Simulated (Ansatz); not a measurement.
**Cs2TlHg: a short molecular-dynamics run**

A trajectory of Cs2TlHg, a randomly packed cell with 4 atoms that was not relaxed first: 30 steps of 1.5 fs at constant energy, with velocities drawn for 600 K.

Program: Ansatz 0.2.0. Level of theory: DFT PBE, plane waves, PAW, scalar-relativistic, no spin polarisation. These are calculated values, not measurements.

## 1. Starting point

The cell holds 4 atoms (Cs2HgTl): a = 5.969 Å, b = 5.989 Å, c = 4.910 Å, α = 82.69°, β = 100.80°, γ = 104.01°.

Structure file:

```
CELL_PARAMETERS angstrom
5.93451 -0.16707 -0.61600
-1.22896 5.82763 0.62799
-0.41665 0.02659 4.89257
ATOMIC_POSITIONS crystal
Cs 0.99417 0.38884 0.92529
Cs 0.36007 0.08115 0.55028
Hg 0.82100 0.86453 0.66904
Tl 0.58370 0.58733 0.17807
```

## 2. Molecular dynamics

Contents of input.yaml:

```yaml
crystal:
  lattice:
    - [5.93451, -0.167073, -0.615996]
    - [-1.228955, 5.827633, 0.627994]
    - [-0.41665, 0.026592, 4.892565]
  atoms:
    - { symbol: Cs, position: [0.994173, 0.388842, 0.925286] }
    - { symbol: Cs, position: [0.360065, 0.081154, 0.550281] }
    - { symbol: Hg, position: [0.820995, 0.864531, 0.669036] }
    - { symbol: Tl, position: [0.583701, 0.587328, 0.178066] }
kpoints:
  mp_grid: { grid: [3, 3, 3] }
magnetization:
  spin_polarized: false
scf:
  occupations: { method: cold, width: 0.15 }
hamiltonian:
  pseudopotentials: { kind: paw }
  xc: pbe
basis:
  ecutwfc: 420
md:
  timestep: 1.5
  n_steps: 30
  ensemble: nve
  temperature: 600.0
  initial_velocities: maxwell_boltzmann
  seed: 740787
```

Command:

```sh
ansatz run input.yaml --threads 2 --pin off --max-ram 2560MiB --backend cpu --events-out ev --progress --plain --runs-dir out
```

The log of the run:

```text
Warning: md: disabling space-group detection — thermal motion breaks the input geometry's symmetry, so no spatial operation reduces the k-mesh or symmetrises the density; time reversal is kept, so that k and −k are solved as one point where they differ and the mesh holds both, and exact exchange and, on two spinor components, a DFT+U term hold to it where the run has them: on two components no moment then forms, and a state that bears one, which a typed moment (crystal.atoms[].spin; refused beside efield: under a hybrid functional) reaches, can lie lower, under hf by electronvolts; crystal.symmetry.detect: false (a key that needs symmetry detection or time reversal refuses this as the deck is read) with time_reversal: false beside it drops time reversal too
Warning: RAYON_NUM_THREADS=2 ignored (pool sized by the plan → 2); use --threads N
Engine: ansatz 0.2.0, aarch64-unknown-linux-gnu
Pseudopotentials: kind: paw
Pseudopotential: Cs, paw, valence charge 9, recommended cutoff 420 eV (normal), Cs.paw.azcp
Pseudopotential: Hg, paw, valence charge 20, recommended cutoff 420 eV (normal), Hg.paw.azcp
Pseudopotential: Tl, paw, valence charge 13, recommended cutoff 420 eV (normal), Tl.paw.azcp
Functional definition: PBE
  parameter kappa = 0.804
  parameter beta = 0.06672455060314922
  exchange = pbe_x(kappa = kappa, mu = beta*pi^2/3)
  correlation = pbe_c(beta = beta)
Crystal: 4 atoms, lattice volume = 166.670 Å³
Basis set: ecut = 420 eV, 3243 PW (Γ), exchange–correlation on 80×90×72 points (8 copies of the dense FFT grid, shifted against one another)
Bands: 31, of which v1, the nominal top of the filled ones, is band 26 counted from 1 (25 counted from 0)
Symmetry: 1 space group operations
k-points: 14 of 27 (time reversal used)
Non-local potential: Cs, projectors of the file, l = 0: 3, l = 1: 2, l = 2: 2, l = 3: 2
Non-local potential: Hg, projectors of the file, l = 0: 3, l = 1: 2, l = 2: 2, l = 3: 1
Non-local potential: Tl, projectors of the file, l = 0: 2, l = 1: 2, l = 2: 2, l = 3: 1
PAW form: soft (Blöchl's): semilocal exchange-correlation on the pseudo side does not see the compensation charge
PAW one-centre angular grid: Cs, 194 points (default); XC on 64 Gauss nodes
PAW one-centre angular grid: Hg, 590 points (default); XC on 64 Gauss nodes
PAW one-centre angular grid: Tl, 590 points (default); XC on 64 Gauss nodes
Initial density: superposition of atomic densities (neutral atoms: chi_scale 0, normalization atom), corrected by the library's trained network
Initial wavefunctions: pseudopotential atomic-orbital guess
Functional: x = pbe(κ = 0.804, μ = 0.2195149727645171), c = pbe(β = 0.06672455060314922)
SCF iter   1: F=—  HF=-36598.511824 eV  |F-HF|=—  |Δ(HF+E_count)|=         —  Δρ=2.45e-3  dr2=2.12e-2  ethr=1.77e-3  ⟨swp⟩=6.9  Hψ=1885  notcnv=0
preconditioner: auto → Kerker (q_TF=auto, 2.240 Å⁻¹)  [metal: Δε(μ)=0.063 eV  Ē_g=10.357 eV  σ=0.150 eV  W_gap=0.30  n_scr=34 (ndim 8)  ℏωp=18.0 eV  f_vac=0.008  D(μ)=1.92/eV (n_scr^D=8)]
SCF iter   2: F=—  HF=-36598.511260 eV  |F-HF|=—  |Δ(HF+E_count)|=   5.63e-4  S|Δr|=    0.00e0  Δρ=1.57e-3  dr2=1.03e-2  ethr=4.16e-5  ⟨swp⟩=2.3  Hψ=787  notcnv=0
SCF iter   3: F=—  HF=-36598.510035 eV  |F-HF|=—  |Δ(HF+E_count)|=   1.23e-3  S|Δr|=    0.00e0  Δρ=5.07e-4  dr2=1.08e-3  ethr=2.02e-5  ⟨swp⟩=2.9  Hψ=700  notcnv=0
SCF iter   4: F=—  HF=-36598.510100 eV  |F-HF|=—  |Δ(HF+E_count)|=   6.56e-5  S|Δr|=    0.00e0  Δρ=2.21e-4  dr2=2.38e-4  ethr=2.12e-6  ⟨swp⟩=2.5  Hψ=680  notcnv=0
SCF iter   5: F=—  HF=-36598.510149 eV  |F-HF|=—  |Δ(HF+E_count)|=   4.93e-5  S|Δr|=    0.00e0  Δρ=8.31e-5  dr2=3.69e-5  ethr=4.66e-7  ⟨swp⟩=2.9  Hψ=688  notcnv=0
SCF iter   6: F=—  HF=-36598.510126 eV  |F-HF|=—  |Δ(HF+E_count)|=   2.37e-5  S|Δr|=    0.00e0  Δρ=2.90e-5  dr2=4.62e-6  ethr=7.23e-8  ⟨swp⟩=2.0  Hψ=630  notcnv=0
SCF iter   7: F=—  HF=-36598.510140 eV  |F-HF|=—  |Δ(HF+E_count)|=   1.42e-5  S|Δr|=    0.00e0  Δρ=1.13e-5  dr2=6.37e-7  ethr=9.05e-9  ⟨swp⟩=2.7  Hψ=720  notcnv=0
SCF iter   8: F=—  HF=-36598.510140 eV  |F-HF|=—  |Δ(HF+E_count)|=   8.50e-8  S|Δr|=    0.00e0  Δρ=4.17e-6  dr2=6.62e-8  ethr=1.25e-9  ⟨swp⟩=2.9  Hψ=745  notcnv=0
SCF iter   9: F=—  HF=-36598.510140 eV  |F-HF|=—  |Δ(HF+E_count)|=   1.97e-8  S|Δr|=    0.00e0  Δρ=1.58e-6  dr2=1.03e-8  ethr=1.30e-10  ⟨swp⟩=2.0  Hψ=705  notcnv=0
SCF iter  10: F=-36598.510140 eV  HF=-36598.510140 eV  |F-HF|=1.46e-11  |Δ(HF+E_count)|=   3.10e-9  S|Δr|=    0.00e0  Δρ=5.92e-7  dr2=1.31e-9  ethr=7.84e-12  ⟨swp⟩=4.6  Hψ=1521  notcnv=0
SCF 1 converged in 10 iterations: F = -36598.510140 eV  dr2 = 1.31e-9
md step     0: t =     0.00 fs  T =   600.0 K  F+E_penalty+E_count = -36598.51014007 eV  E_kin = 0.232668 eV  conserved = -36598.27747207 eV  (10 SCF iters)
[... 11 lines left out ...]
md step     1: t =     1.50 fs  T =   609.3 K  F+E_penalty+E_count = -36598.51376431 eV  E_kin = 0.236292 eV  conserved = -36598.27747235 eV  (6 SCF iters)
[... 9 lines left out ...]
md step     2: t =     3.00 fs  T =   618.7 K  F+E_penalty+E_count = -36598.51739714 eV  E_kin = 0.239924 eV  conserved = -36598.27747265 eV  (6 SCF iters)
[... 1 line left out ...]
md step     3: t =     4.50 fs  T =   628.1 K  F+E_penalty+E_count = -36598.52103427 eV  E_kin = 0.243561 eV  conserved = -36598.27747296 eV  (6 SCF iters)
md step     4: t =     6.00 fs  T =   637.5 K  F+E_penalty+E_count = -36598.52467141 eV  E_kin = 0.247198 eV  conserved = -36598.27747326 eV  (6 SCF iters)
md step     5: t =     7.50 fs  T =   646.8 K  F+E_penalty+E_count = -36598.52830433 eV  E_kin = 0.250831 eV  conserved = -36598.27747355 eV  (2 SCF iters)
md step     6: t =     9.00 fs  T =   656.2 K  F+E_penalty+E_count = -36598.53192881 eV  E_kin = 0.254455 eV  conserved = -36598.27747381 eV  (3 SCF iters)
md step     7: t =    10.50 fs  T =   665.5 K  F+E_penalty+E_count = -36598.53554071 eV  E_kin = 0.258067 eV  conserved = -36598.27747406 eV  (2 SCF iters)
md step     8: t =    12.00 fs  T =   674.8 K  F+E_penalty+E_count = -36598.53913593 eV  E_kin = 0.261662 eV  conserved = -36598.27747429 eV  (2 SCF iters)
md step     9: t =    13.50 fs  T =   684.0 K  F+E_penalty+E_count = -36598.54271048 eV  E_kin = 0.265236 eV  conserved = -36598.27747453 eV  (3 SCF iters)
md step    10: t =    15.00 fs  T =   693.1 K  F+E_penalty+E_count = -36598.54626044 eV  E_kin = 0.268786 eV  conserved = -36598.27747480 eV  (6 SCF iters)
md step    11: t =    16.50 fs  T =   702.2 K  F+E_penalty+E_count = -36598.54978201 eV  E_kin = 0.272307 eV  conserved = -36598.27747507 eV  (3 SCF iters)
md step    12: t =    18.00 fs  T =   711.2 K  F+E_penalty+E_count = -36598.55327148 eV  E_kin = 0.275796 eV  conserved = -36598.27747531 eV  (3 SCF iters)
md step    13: t =    19.50 fs  T =   720.1 K  F+E_penalty+E_count = -36598.55672528 eV  E_kin = 0.279250 eV  conserved = -36598.27747551 eV  (2 SCF iters)
md step    14: t =    21.00 fs  T =   728.9 K  F+E_penalty+E_count = -36598.56013997 eV  E_kin = 0.282664 eV  conserved = -36598.27747570 eV  (2 SCF iters)
md step    15: t =    22.50 fs  T =   737.6 K  F+E_penalty+E_count = -36598.56351224 eV  E_kin = 0.286036 eV  conserved = -36598.27747588 eV  (3 SCF iters)
md step    16: t =    24.00 fs  T =   746.2 K  F+E_penalty+E_count = -36598.56683893 eV  E_kin = 0.289363 eV  conserved = -36598.27747607 eV  (2 SCF iters)
md step    17: t =    25.50 fs  T =   754.7 K  F+E_penalty+E_count = -36598.57011703 eV  E_kin = 0.292641 eV  conserved = -36598.27747626 eV  (2 SCF iters)
md step    18: t =    27.00 fs  T =   763.0 K  F+E_penalty+E_count = -36598.57334367 eV  E_kin = 0.295867 eV  conserved = -36598.27747644 eV  (3 SCF iters)
md step    19: t =    28.50 fs  T =   771.2 K  F+E_penalty+E_count = -36598.57651614 eV  E_kin = 0.299040 eV  conserved = -36598.27747660 eV  (2 SCF iters)
md step    20: t =    30.00 fs  T =   779.2 K  F+E_penalty+E_count = -36598.57963191 eV  E_kin = 0.302155 eV  conserved = -36598.27747676 eV  (6 SCF iters)
md step    21: t =    31.50 fs  T =   787.1 K  F+E_penalty+E_count = -36598.58268858 eV  E_kin = 0.305212 eV  conserved = -36598.27747694 eV  (3 SCF iters)
md step    22: t =    33.00 fs  T =   794.8 K  F+E_penalty+E_count = -36598.58568394 eV  E_kin = 0.308207 eV  conserved = -36598.27747708 eV  (2 SCF iters)
md step    23: t =    34.50 fs  T =   802.4 K  F+E_penalty+E_count = -36598.58861595 eV  E_kin = 0.311139 eV  conserved = -36598.27747718 eV  (3 SCF iters)
md step    24: t =    36.00 fs  T =   809.8 K  F+E_penalty+E_count = -36598.59148272 eV  E_kin = 0.314005 eV  conserved = -36598.27747727 eV  (2 SCF iters)
md step    25: t =    37.50 fs  T =   817.0 K  F+E_penalty+E_count = -36598.59428255 eV  E_kin = 0.316805 eV  conserved = -36598.27747737 eV  (2 SCF iters)
md step    26: t =    39.00 fs  T =   824.0 K  F+E_penalty+E_count = -36598.59701391 eV  E_kin = 0.319536 eV  conserved = -36598.27747748 eV  (3 SCF iters)
md step    27: t =    40.50 fs  T =   830.9 K  F+E_penalty+E_count = -36598.59967546 eV  E_kin = 0.322198 eV  conserved = -36598.27747756 eV  (2 SCF iters)
md step    28: t =    42.00 fs  T =   837.6 K  F+E_penalty+E_count = -36598.60226603 eV  E_kin = 0.324788 eV  conserved = -36598.27747762 eV  (2 SCF iters)
md step    29: t =    43.50 fs  T =   844.1 K  F+E_penalty+E_count = -36598.60478462 eV  E_kin = 0.327307 eV  conserved = -36598.27747767 eV  (3 SCF iters)
[... 9 lines left out ...]
md step    30: t =    45.00 fs  T =   850.4 K  F+E_penalty+E_count = -36598.60723042 eV  E_kin = 0.329753 eV  conserved = -36598.27747774 eV  (6 SCF iters)
SCF converged after 6 iterations
Stability not checked: this state was not tested for a lower state beside it, because cold or Methfessel-Paxton smearing, or corrected tetrahedra, fill the levels in a way that the test cannot read (fill_not_monotonic; see scf.lower_state_search)
Free energy (F): -36598.607230 eV
Harris-Foulkes:  -36598.607230 eV  (|F-HF|=2.47e-10)
Internal energy: -36598.606089 eV  (E = F + TS)
E sigma→0 (E₀):  -36598.606850 eV
Entropy (-TS):   -0.001142 eV (-0.285 meV/atom)
Fermi energy:    8.021764 eV
--- Per-component energies (eV) ---
  E_band       = -637.442154
  E_kinetic    = 1228.458265
  E_local      = -5750.430533  (includes V_loc(G=0)·N_el)
  E_nonlocal   = 448.849439
  E_hartree    = 2426.946308
  E_xc         = -801.997708
  E_vxc        = -660.451707  (∫ρ·V_xc dr)
  E_paw        = -30242.747606  (= ΣΔE_a)
  E_vpaw       = -757.760770  (= ΣTr[D̂ρ^β])
  E_aug_tail   = 0.000952  (compensation charges beyond the density's cutoff)
  E_ewald      = -3907.685206
  E_smearing   = -0.001142  (= −TS)
  E_closure    = 0.000000  (closes the sum)
  Σ components = -36598.607230   (vs F -36598.607230, Δ=0.00e0)
--- Forces (eV/Å), atoms counted from 1 ---
  atom   1  Cs    -0.01851834     0.07310991     0.10634438
  atom   2  Cs     0.00096331     0.00740467    -0.05354183
  atom   3  Hg    -0.17720314    -0.54234008    -0.29905336
  atom   4  Tl     0.19481319     0.46179003     0.24627392
  max |Σ_I F_I| component: 5.50e-5 eV/Å
--- MD trajectory: 30 steps, t = 0.0 → 45.0 fs ---
  final state: T = 850.4 K   F+E_penalty+E_count = -36598.60723042 eV   E_kin = 0.329753 eV
  conserved energy: peak-to-peak 5.666e-6 eV (1.416e-6 eV/atom) over 45.0 fs
```

Wall time 56 s (2 threads of Arm Neoverse V2, shared host); peak memory 0.46 GiB.

## 3. What the atoms did

The trajectory, every 2 steps (energies from step 0); msd is the mean square displacement from the start, the centre of mass held:

| time (fs) | T (K) | potential energy change (meV/atom) | total energy change (meV/atom) | msd Tl (Å²) | msd Cs (Å²) | msd Hg (Å²) |
| --- | --- | --- | --- | --- | --- | --- |
| 0.0 | 600 | 0.0 | 0.00 | 0.000 | 0.000 | 0.000 |
| 3.0 | 619 | -1.8 | 0.00 | 0.000 | 0.000 | 0.000 |
| 6.0 | 637 | -3.6 | 0.00 | 0.000 | 0.000 | 0.000 |
| 9.0 | 656 | -5.4 | 0.00 | 0.001 | 0.001 | 0.000 |
| 12.0 | 675 | -7.2 | 0.00 | 0.002 | 0.001 | 0.000 |
| 15.0 | 693 | -9.0 | 0.00 | 0.003 | 0.002 | 0.000 |
| 18.0 | 711 | -10.8 | 0.00 | 0.004 | 0.003 | 0.000 |
| 21.0 | 729 | -12.5 | 0.00 | 0.005 | 0.004 | 0.000 |
| 24.0 | 746 | -14.2 | 0.00 | 0.007 | 0.005 | 0.000 |
| 27.0 | 763 | -15.8 | 0.00 | 0.009 | 0.007 | 0.000 |
| 30.0 | 779 | -17.4 | 0.00 | 0.011 | 0.008 | 0.000 |
| 33.0 | 795 | -18.9 | 0.00 | 0.014 | 0.010 | 0.000 |
| 36.0 | 810 | -20.3 | 0.00 | 0.017 | 0.012 | 0.001 |
| 39.0 | 824 | -21.7 | 0.00 | 0.020 | 0.014 | 0.001 |
| 42.0 | 838 | -23.0 | 0.00 | 0.024 | 0.017 | 0.001 |
| 45.0 | 850 | -24.3 | 0.00 | 0.028 | 0.019 | 0.001 |

time (fs), T (K) and a bar:
```
      0.0        600 
      1.5        609 #
      4.5        628 ###
      6.0        637 ####
      7.5        647 ######
     10.5        665 ########
     12.0        675 #########
     13.5        684 ##########
     15.0        693 ###########
     18.0        711 #############
     19.5        720 ##############
     21.0        729 ###############
     24.0        746 ##################
     25.5        755 ###################
     27.0        763 ####################
     30.0        779 #####################
     31.5        787 ######################
     33.0        795 #######################
     34.5        802 ########################
     37.5        817 ##########################
     39.0        824 ###########################
     40.5        831 ############################
     43.5        844 #############################
     45.0        850 ##############################
```

## 4. Snapshots as a file

Extended XYZ, with forces in eV/Å:

```xyz
4
Lattice="5.935 -0.167 -0.616 -1.229 5.828 0.628 -0.417 0.027 4.893" Properties=species:S:1:pos:R:3:forces:R:3 pbc="T T T" time_fs=6.0 T=637 dE=-0.0145
Cs    5.042    2.106    4.169    0.167   -0.178    0.047
Cs    1.807    0.430    2.533   -0.141   -0.177    0.043
Hg    3.531    4.917    3.312   -0.268   -0.408   -0.118
Tl    2.664    3.342    0.865    0.241    0.763    0.028
4
Lattice="5.935 -0.167 -0.616 -1.229 5.828 0.628 -0.417 0.027 4.893" Properties=species:S:1:pos:R:3:forces:R:3 pbc="T T T" time_fs=12.0 T=675 dE=-0.0290
Cs    5.049    2.086    4.179    0.136   -0.137    0.052
Cs    1.806    0.433    2.544   -0.117   -0.151    0.030
Hg    3.531    4.914    3.313   -0.259   -0.442   -0.142
Tl    2.661    3.356    0.850    0.240    0.729    0.060
4
Lattice="5.935 -0.167 -0.616 -1.229 5.828 0.628 -0.417 0.027 4.893" Properties=species:S:1:pos:R:3:forces:R:3 pbc="T T T" time_fs=16.5 T=702 dE=-0.0396
Cs    5.053    2.071    4.186    0.112   -0.106    0.057
Cs    1.805    0.434    2.553   -0.099   -0.130    0.019
Hg    3.531    4.911    3.314   -0.252   -0.465   -0.161
Tl    2.659    3.367    0.839    0.238    0.700    0.084
4
Lattice="5.935 -0.167 -0.616 -1.229 5.828 0.628 -0.417 0.027 4.893" Properties=species:S:1:pos:R:3:forces:R:3 pbc="T T T" time_fs=22.5 T=738 dE=-0.0534
Cs    5.060    2.052    4.197    0.082   -0.065    0.065
Cs    1.803    0.436    2.564   -0.076   -0.101    0.004
Hg    3.530    4.907    3.315   -0.240   -0.490   -0.187
Tl    2.656    3.383    0.824    0.234    0.656    0.117
4
Lattice="5.935 -0.167 -0.616 -1.229 5.828 0.628 -0.417 0.027 4.893" Properties=species:S:1:pos:R:3:forces:R:3 pbc="T T T" time_fs=28.5 T=771 dE=-0.0664
Cs    5.067    2.031    4.207    0.053   -0.026    0.075
Cs    1.801    0.437    2.576   -0.053   -0.071   -0.011
Hg    3.529    4.902    3.316   -0.227   -0.511   -0.214
Tl    2.654    3.400    0.809    0.227    0.609    0.150
4
Lattice="5.935 -0.167 -0.616 -1.229 5.828 0.628 -0.417 0.027 4.893" Properties=species:S:1:pos:R:3:forces:R:3 pbc="T T T" time_fs=33.0 T=795 dE=-0.0755
Cs    5.073    2.016    4.215    0.032    0.002    0.083
Cs    1.799    0.438    2.584   -0.037   -0.049   -0.023
Hg    3.528    4.898    3.316   -0.215   -0.524   -0.236
Tl    2.653    3.414    0.798    0.220    0.571    0.176
4
Lattice="5.935 -0.167 -0.616 -1.229 5.828 0.628 -0.417 0.027 4.893" Properties=species:S:1:pos:R:3:forces:R:3 pbc="T T T" time_fs=39.0 T=824 dE=-0.0869
Cs    5.080    1.996    4.226    0.006    0.039    0.095
Cs    1.797    0.440    2.596   -0.017   -0.020   -0.039
Hg    3.526    4.891    3.316   -0.198   -0.536   -0.266
Tl    2.651    3.432    0.784    0.209    0.517    0.211
4
Lattice="5.935 -0.167 -0.616 -1.229 5.828 0.628 -0.417 0.027 4.893" Properties=species:S:1:pos:R:3:forces:R:3 pbc="T T T" time_fs=45.0 T=850 dE=-0.0971
Cs    5.087    1.976    4.237   -0.019    0.073    0.106
Cs    1.795    0.441    2.607    0.001    0.007   -0.054
Hg    3.524    4.884    3.315   -0.177   -0.542   -0.299
Tl    2.650    3.452    0.770    0.195    0.462    0.246
```

## 5. Outcome

```
                             quantity                            value
                               length               30 steps of 1.5 fs
     temperature, first and last step                    600 and 850 K
             temperature, second half    mean 797 K, from 738 to 850 K
        potential energy, second half      -19 meV/atom from the start
   largest change of the total energy                    0.00 meV/atom
mean square displacement, second half  Tl 0.016, Cs 0.011, Hg 0.001 Å²
```

**Reading.** The temperature starts at 600 K and averages 797 K in the second half, where it still rises, from 738 to 850 K; the start was no minimum (force components up to 0.8 eV/Å), and the potential energy that it sheds (19 meV/atom) turns into motion. The total energy strays from its start by at most 0.00 meV/atom, under 0.1 % of the mean kinetic energy, which is good for a step of 1.5 fs. Over the second half Tl atoms stand 0.1 Å (root mean square) from where they began, and the farthest move is 0.2 Å. A run of 45 fs with 4 atoms shows the motion but fixes no equilibrium value.
